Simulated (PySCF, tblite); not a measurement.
# C₈H₁₂OSi: geometry, infrared bands and NMR shifts

Aim: predict the infrared bands and NMR shifts of C₈H₁₂OSi (`C=C1C=CO[Si@H]1C1CCC1`).

The runs use tblite 0.8.0 and PySCF 2.14.0, with density-fitted response routines of our own; the level of theory stands in each step. All values are computed, except where a source is named. Atoms count from 0, in the outputs and in this text.

### 1 The starting structure

22 atoms, charge 0, multiplicity 1; geometry from: force field or distance geometry start.

Bonds of the start (Å): C0–C1 1.33, C1–C2 1.47, C2–C3 1.34, C3–O4 1.38, O4–Si5 1.70, Si5–C6 1.90, C6–C7 1.54, C7–C8 1.54, C8–C9 1.54, Si5–C1 1.87, C9–C6 1.56, C0–H10 1.08, C0–H11 1.09, C2–H12 1.07, C3–H13 1.09, Si5–H14 1.48, C6–H15 1.10, C7–H16 1.10, C7–H17 1.11, C8–H18 1.09, C8–H19 1.10, C9–H20 1.10, C9–H21 1.09.

### 2 Geometry optimisation with GFN2-xTB

The job: settings as JSON, then the geometry in Å.

```
{"job": {"kind": "relax", "xc": "GFN2-xTB", "basis": "xTB"}, "charge": 0, "multiplicity": 1}
C      2.329600     1.917000     0.544700
C      2.021700     0.707900     0.071000
C      2.745300    -0.535400     0.355300
C      2.216900    -1.605900    -0.259900
O      1.088900    -1.484200    -1.047700
Si     0.634200     0.151000    -1.055000
C     -1.085100     0.490900    -0.318400
C     -2.256400    -0.291100    -0.940400
C     -2.859900    -0.378400     0.476300
C     -1.427000    -0.239700     1.014700
H      3.167100     2.080400     1.201300
H      1.724200     2.788400     0.286700
H      3.606200    -0.567300     0.997900
H      2.588000    -2.628100    -0.192900
H      0.796100     0.741700    -2.407800
H     -1.281000     1.568500    -0.250900
H     -2.862200     0.257200    -1.671700
H     -2.016100    -1.285400    -1.361000
H     -3.379800    -1.303600     0.729300
H     -3.507800     0.473300     0.735000
H     -1.321600     0.366000     1.924300
H     -0.931700    -1.203600     1.168000
```

Command:

```console
$ OMP_NUM_THREADS=1 python probes_run.py task.json out
```

This one command runs all jobs of the session in turn.

**Question.** This job is followed by: GFN2-xTB harmonic vibrations, gas phase; GIAO PBE0/pcSseg-1 NMR shielding, non-relativistic, gas phase. Predict these results of the whole session: strongest single infrared mode (GFN2-xTB); zero-point energy (GFN2-xTB); 13C shifts against TMS (PBE0/pcSseg-1); 1H shifts against TMS (PBE0/pcSseg-1); 17O shifts against H2O (PBE0/pcSseg-1); 29Si shifts against TMS (PBE0/pcSseg-1).

**Answer**, as computed:

| quantity | value |
| --- | --- |
| strongest single infrared mode (GFN2-xTB) | 2262 cm⁻¹, 330 km/mol |
| zero-point energy (GFN2-xTB) | 110.9 kcal/mol |
| 13C shifts against TMS (PBE0/pcSseg-1) | 161.7, 152.1, 124.6, 121.2, 22.1, 22.1, 21.8, 21.6 ppm |
| 1H shifts against TMS (PBE0/pcSseg-1) | 6.87, 6.05, 6.04, 5.39, 5.25, 2.41, 2.31, 2.19, 2.11, 2.08, 2.03, 1.97 ppm |
| 17O shifts against H2O (PBE0/pcSseg-1) | 122.3 ppm |
| 29Si shifts against TMS (PBE0/pcSseg-1) | -1.7 ppm |

What this shows: Over 80 steps the energy fell by 0.237 eV; of the close pairs, O4–Si5 changed most, 1.697 to 1.667 Å. No mode is imaginary among the 60: a minimum at this level. The strongest single mode, at 2262 cm⁻¹, moves mainly H14. GFN2-xTB is a fitted tight-binding method: band positions and strengths are rough. Its intensities can rank the bands wrongly. H13 (hydrogen on an alkene carbon bearing oxygen) lies farthest downfield among hydrogen, at 6.87 ppm; olefinic region. At PBE0/pcSseg-1: The widest tensor belongs to C1: span 225 ppm, with a paramagnetic part of -230 ppm.
